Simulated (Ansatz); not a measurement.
Predict the output of the script below (Ansatz 0.2.0, Python API).

`gaag3.py`
```python
"""Energy of GaAg3 under shear strain, ions carried with the cell."""

import ansatz as az
import numpy as np

vectors0 = np.array([
    [2.93787, 0.0, 0.0],
    [-1.46893, 2.54427, 0.0],
    [0.0, 0.0, 9.11613],
])
sites = [
    ("Ga", [2 / 3, 1 / 3, 0.0]),
    ("Ag", [2 / 3, 1 / 3, 0.5]),
    ("Ag", [1 / 3, 2 / 3, 0.24192]),
    ("Ag", [1 / 3, 2 / 3, 0.75808]),
]


def crystal_on(cell):
    crystal = az.Crystal(lattice=az.Lattice.of(cell))
    for symbol, position in sites:
        crystal = crystal.atom(symbol, position)
    return crystal


def main() -> None:
    # clamped ions: the fractional positions stay as typed
    values = np.linspace(-0.03, 0.03, 5)
    energies = []
    for d in values:
        strain = np.array([[0, d / 2, 0], [d / 2, 0, 0], [0, 0, 0]])
        cell = vectors0 @ (np.eye(3) + strain)
        setup = (
            crystal_on(cell).calculation()
            .functional("pbesol")
            .pseudopotentials("paw")
            .basis(420)
            .occupations(az.OccupationsMethod.METHFESSEL_PAXTON, width=0.05)
            .scf(tolerance=1e-10)
            .kpoints(13, 13, 4)
            .stress()
        )
        report = setup.run().report
        energies.append(report["free_energy_ev"] / len(sites))
        s = report["stress_gpa"]
        print(f"d = {d:+.4f}  stress xx yy zz xy (GPa, compression positive): {s[0][0]:8.3f} {s[1][1]:8.3f} {s[2][2]:8.3f} {s[0][1]:8.3f}")
    energies = np.array(energies)

    for value, e in zip(values, energies):
        print(f"strain {value:7.3f}   E - Emin = {1000 * (e - energies.min()):9.3f} meV/atom")
    np.savetxt("strain.csv", np.column_stack([values, energies]), fmt="%.6f", delimiter=",", header="strain,energy_eV_per_atom")
    curvature = 2 * np.polyfit(values, energies, 3)[1]
    volume = abs(np.linalg.det(vectors0)) / len(sites)
    print(f"d2E/dd2 over the volume: {curvature / volume * 160.21766:.1f} GPa")


if __name__ == "__main__":
    main()
```

```console
$ python gaag3.py
d = -0.0300  stress xx yy zz xy (GPa, compression positive):   -2.985   -3.081   -3.124    0.333
d = -0.0150  stress xx yy zz xy (GPa, compression positive):   -3.165   -2.897   -3.230    0.238
d = +0.0000  stress xx yy zz xy (GPa, compression positive):   -3.050   -3.050   -3.156   -0.000
d = +0.0150  stress xx yy zz xy (GPa, compression positive):   -3.165   -2.897   -3.230   -0.238
d = +0.0300  stress xx yy zz xy (GPa, compression positive):   -2.984   -3.081   -3.124   -0.333
strain  -0.030   E - Emin =     0.557 meV/atom
strain  -0.015   E - Emin =     0.153 meV/atom
strain   0.000   E - Emin =     0.000 meV/atom
strain   0.015   E - Emin =     0.153 meV/atom
strain   0.030   E - Emin =     0.557 meV/atom
d2E/dd2 over the volume: 11.5 GPa
```

File `strain.csv` afterwards:
```csv
# strain,energy_eV_per_atom
-0.030000,-6577.505789
-0.015000,-6577.506192
0.000000,-6577.506345
0.015000,-6577.506192
0.030000,-6577.505789
```

Against the unstrained cell the energy per atom changes by +0.56 meV at one end of the scan and +0.56 meV at the other, and its second derivative over the volume is 11.5 GPa.

Reading the output:
- Absolute energies stand on the zero of these potentials, so only differences at equal settings mean something.
- The curvature belongs to this strain pattern and to the cell's stress; it equals a single elastic constant only for simple patterns.
- In a metal a curvature from energy changes of a few meV or less hangs on mesh and smearing, in size and even in sign.
- This cell is a computed structure, which may not be the phase found in nature.
- The ions keep their fractional positions (clamped ions).
- It ran for 4.5 min on 1 thread of Arm Neoverse V2, with other jobs on the host, peak memory 0.75 GiB.
